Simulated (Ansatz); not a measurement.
A nudged elastic band was laid between two geometries of a periodic cell of 13 atoms, Zr12H (host Zr, host structure hcp, interstitial H).

Theory: DFT PBEsol, scalar-relativistic, plane waves, PAW in Ansatz. Settings: cutoff 420 eV, k mesh 4x3x4, fermi-dirac smearing 0.1 eV, no spin polarisation.

```yaml
movable_images: 5
climbing_image: yes
spring: 10.0 eV/Å²
optimiser: quadratic models (default)
start_path: IDPP
force_threshold: 0.05 eV/Å
iteration_limit: 42
end_points: relaxed
```

First end point:

```xyz
13
Lattice="6.4600 0.0000 0.0000 -4.8450 8.3918 0.0000 0.0000 0.0000 5.1454" Properties=species:S:1:pos:R:3
Zr 0.005 0.010 0.028
Zr -0.010 1.862 2.597
Zr -1.611 2.780 0.001
Zr -1.619 4.642 2.565
Zr -3.243 5.574 -0.021
Zr -3.267 7.480 2.589
Zr 3.235 0.015 0.004
Zr 3.228 1.879 2.566
Zr 1.628 2.793 -0.032
Zr 1.612 4.647 2.539
Zr 0.039 5.571 -0.019
Zr 0.014 7.479 2.591
H -1.612 6.521 1.283
```

Last end point:

```xyz
13
Lattice="6.4600 0.0000 0.0000 -4.8450 8.3918 0.0000 0.0000 0.0000 5.1454" Properties=species:S:1:pos:R:3
Zr 0.005 0.010 -0.031
Zr -0.012 1.871 2.546
Zr -1.610 2.780 -0.005
Zr -1.621 4.649 2.576
Zr -3.242 5.571 0.021
Zr -3.272 7.486 2.554
Zr 3.237 0.015 -0.006
Zr 3.225 1.881 2.574
Zr 1.628 2.792 0.023
Zr 1.610 4.652 2.600
Zr 0.041 5.568 0.017
Zr 0.014 7.482 2.550
H -1.615 6.530 -1.296
```

**Question.** What changes between the two ends?

**Answer.** The atom that moves furthest is H13, by 2.58 Å; four of its nearest neighbours are Zr4 2.27, Zr7 2.28, Zr5 2.29, Zr12 2.30 Å at the first end and Zr4 2.27, Zr7 2.28, Zr12 2.29, Zr5 2.30 Å at the last.

**Question.** Give the energies along the band, and the barrier.

**Answer.** The forces met the threshold. The highest image is number 3 of 0 to 6, 0.48 eV above the ends, which have the same energy within 2 meV. By the program's own check the climbing image is of a kind that is not told: the force calls were inconclusive, a negative curvature could not be distinguished from the path's own, the only one lies far off the path, or fixed occupations may fill a level only in part (lowest curvatures found: -1.02 and 0.71 eV/Å²). Limits of this set-up: coarse k mesh, odd electron count without spin, a small cell, in which the defect meets its images, a typed lattice constant that wasn't relaxed here.

| image | path coordinate (Å) | energy (eV) |
| --- | --- | --- |
| 0 | 0.00 | 0.00 |
| 1 | 0.42 | 0.16 |
| 2 | 0.84 | 0.40 |
| 3 | 1.26 | 0.48 |
| 4 | 1.68 | 0.39 |
| 5 | 2.10 | 0.15 |
| 6 | 2.52 | 0.00 |

**Question.** What is the geometry of the highest image?

**Answer.** 
```xyz
13
Lattice="6.4600 0.0000 0.0000 -4.8450 8.3918 0.0000 0.0000 0.0000 5.1454" Properties=species:S:1:pos:R:3
Zr 0.009 0.013 -0.002
Zr -0.003 1.855 2.571
Zr -1.602 2.786 -0.002
Zr -1.616 4.596 2.571
Zr -3.256 5.559 -0.002
Zr -3.287 7.488 2.570
Zr 3.236 0.058 -0.002
Zr 3.227 1.881 2.570
Zr 1.610 2.788 -0.002
Zr 1.608 4.636 2.571
Zr 0.031 5.572 -0.002
Zr 0.057 7.493 2.570
H -1.619 6.544 -0.003
```

Time of the run: 11 min on 4 threads of Intel(R) Xeon(R) Platinum 8488C (Sapphire Rapids), with other jobs on the host, peak memory 3.7 GiB.
